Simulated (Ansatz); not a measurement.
Set up this calculation in Ansatz 0.2.0, as the native input.

```
Task                  : relaxation of cell and atoms
Functional            : PBEsol
Potentials or basis   : Ansatz PAW
Cutoff                : 420 eV (not typed: the program's choice for these potentials)
k mesh                : 9 × 9 × 9
Occupations           : fermi-dirac, width 0.05 eV
Spin                  : no spin polarisation
Target pressure       : 2 GPa
Target pressure (GPa) : 2
```

Crystal: NbCu.

```
Nb Cu
1.0
     0.00000    2.56221    2.56221
     2.56221    0.00000    2.56221
     2.56221    2.56221    0.00000
Nb Cu
1 1
Cartesian
  0.0000 0.0000 0.0000
  2.5622 2.5622 2.5622
```

The cell was built by a generator and needn't be a form met in nature.

These files were run (other wordings do the same):

input.yaml

```yaml
crystal:
  lattice:
    - [0.0, 2.56221, 2.56221]
    - [2.56221, 0.0, 2.56221]
    - [2.56221, 2.56221, 0.0]
  atoms:
    - { symbol: Nb, position: [0.0, 0.0, 0.0] }
    - { symbol: Cu, position: [0.5, 0.5, 0.5] }
hamiltonian:
  xc: pbesol
  pseudopotentials: { kind: paw }
kpoints:
  mp_grid: { grid: [9, 9, 9] }
scf:
  occupations: { method: fermi_dirac, width: 0.05 }
output:
  forces: true
  stress: true
  eigenvalues: true
relax:
  f_tol: 0.01
  max_steps: 40
  cell: { stress_tol: 0.05, p_target: 2.0 }
```

Potentials or basis: Ansatz PAW.

Launch:

```console
$ ansatz run input.yaml --threads 2 --pin off --max-ram 5632MiB --backend cpu --events-out ev --progress --plain --runs-dir out
```

It gave:

* Relaxed volume: 15.97 Å³/atom
* Relaxed cell: a = 3.562 Å, b = 3.562 Å, c = 3.562 Å, α = 60.00°, β = 60.00°, γ = 60.00°
* Space group after relaxing (to 0.05 Å): Fm-3m (No. 225)
* Energy change on relaxing (the enthalpy is what falls): -11.0 meV/atom
* Ionic steps: 5
* Pressure after relaxing: 2.0 GPa
* Band gap on the k mesh: none (metal or under the smearing width)

Caveat: the plane-wave basis is chosen anew once the cell has moved, so the energies of steps on either side of that aren't comparable; the PAW data sets come from PBE, with cores solved anew for the run's functional, which leaves a small shift of forces and pressure.

It took 6.9 s on 2 threads of Arm Neoverse N1, on a shared host, peak memory 0.32 GiB.
